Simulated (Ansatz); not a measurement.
# C₂H₈BNSi: one species, many methods

One table from this session's results is given with a row withheld; the runs are named, their logs left out.

Program: Ansatz 0.2.0, Gaussian basis. Level of theory: functionals in def2-TZVPP, the program's frozen cores in correlated methods. These are calculated values, not measurements.

The runs, in order: PBE-D4, r2SCAN-D4, PBE0-D4, B3LYP-D4, ωB97X-V, ωB97M-V, B2PLYP; CCSD(T)/def2-TZVPP; MP2/def2-QZVPP; extrapolation to the limit.

## Structure used throughout

All runs share one geometry, relaxed beforehand with PBE0-D4 in a triple-zeta def2 set.

SMILES `CN1CB[SiH2]1`, 13 atoms, charge 0, spin multiplicity 1.

Atoms are counted from 1 here; the program's logs count them from 0.

Bond lengths: C1–N2 1.428 Å, C1–H6 1.100 Å, C1–H7 1.092 Å, C1–H8 1.100 Å, N2–C3 1.464 Å, N2–Si5 1.729 Å, C3–B4 1.578 Å, C3–H9 1.106 Å, C3–H10 1.106 Å, B4–Si5 2.015 Å, B4–H11 1.190 Å, Si5–H12 1.497 Å, Si5–H13 1.498 Å. Angles: N2–C1–H6 111.8°, N2–C1–H7 110.3°, N2–C1–H8 111.9°, H6–C1–H7 107.6°, H6–C1–H8 107.2°, H7–C1–H8 107.7°, C1–N2–C3 121.0°, C1–N2–Si5 138.7°, C3–N2–Si5 100.4°, N2–C3–B4 98.6°, N2–C3–H9 113.6°, N2–C3–H10 113.6°, B4–C3–H9 113.0°, B4–C3–H10 112.7°, H9–C3–H10 105.5°, C3–B4–Si5 85.4°, C3–B4–H11 128.9°, Si5–B4–H11 145.7° and more.

As a file:

```
C    -0.9951    1.1011    0.9712
N    -0.1267    0.2917    0.1772
C    -0.4958   -1.0776   -0.1857
B     0.7924   -1.4573   -1.0134
Si    1.4283    0.4031   -0.5714
H    -1.9718    1.2488    0.4882
H    -0.5533    2.0867    1.1324
H    -1.1842    0.6548    1.9585
H    -1.4265   -1.1432   -0.7792
H    -0.6544   -1.7400    0.6859
H     1.0496   -2.4777   -1.5700
H     1.5708    1.4519   -1.6308
H     2.5871    0.6228    0.3520
```

The first run:

The input, in.yaml:

```yaml
crystal:
  periodic: [false, false, false]
  atoms:
    - {symbol: C, position_ang: [-0.995146, 1.101112, 0.971245]}
    - {symbol: N, position_ang: [-0.126712, 0.291657, 0.177192]}
    - {symbol: C, position_ang: [-0.495791, -1.077595, -0.185737]}
    - {symbol: B, position_ang: [0.792420, -1.457343, -1.013406]}
    - {symbol: Si, position_ang: [1.428341, 0.403146, -0.571438]}
    - {symbol: H, position_ang: [-1.971839, 1.248767, 0.488242]}
    - {symbol: H, position_ang: [-0.553255, 2.086742, 1.132385]}
    - {symbol: H, position_ang: [-1.184222, 0.654845, 1.958484]}
    - {symbol: H, position_ang: [-1.426538, -1.143182, -0.779194]}
    - {symbol: H, position_ang: [-0.654438, -1.739988, 0.685853]}
    - {symbol: H, position_ang: [1.049609, -2.477687, -1.570014]}
    - {symbol: H, position_ang: [1.570825, 1.451937, -1.630795]}
    - {symbol: H, position_ang: [2.587145, 0.622788, 0.351981]}
basis:
  gaussian: {orbitals: def2-TZVPP}
hamiltonian: {xc: pbe, dispersion: d4}
output: {forces: true, orbitals: {seedname: orbitals}}
```

The run is started by

```bash
$ ansatz run in.yaml --threads 4 --pin off --events-out ev --progress --plain --max-ram 10444MiB
```

Steps of the session up to this table: PBE-D4 (GGA); r2SCAN-D4 (meta-GGA); PBE0-D4 (hybrid); B3LYP-D4 (hybrid); ωB97X-V (range-separated); ωB97M-V (range-separated); B2PLYP (double hybrid); CCSD(T) in def2-TZVPP; MP2 in def2-QZVPP.

One of the session's tables, all rows but one given; the rest of the session is left out.

It belongs to the step «Atomisation energies». 

```
            method  atomisation energy (kcal/mol)
            PBE-D4                         1140.8
         r2SCAN-D4                         1122.0
           PBE0-D4                         1126.5
          B3LYP-D4                         1123.9
           ωB97X-V                         1127.1
           ωB97M-V                         1124.9
            B2PLYP                         1108.5
     HF/def2-TZVPP                          823.6
    MP2/def2-TZVPP                         1099.4
   CCSD/def2-TZVPP                         1073.1
CCSD(T)/def2-TZVPP                              ?
           MP2/CBS                         1128.0
       CCSD(T)/CBS                         1116.3
```

**Question.** Estimate the row for CCSD(T)/def2-TZVPP.

As computed: atomisation energy (kcal/mol): 1087.8. In the column «atomisation energy (kcal/mol)» it lies between CCSD/def2-TZVPP (1073.1) and MP2/def2-TZVPP (1099.4).
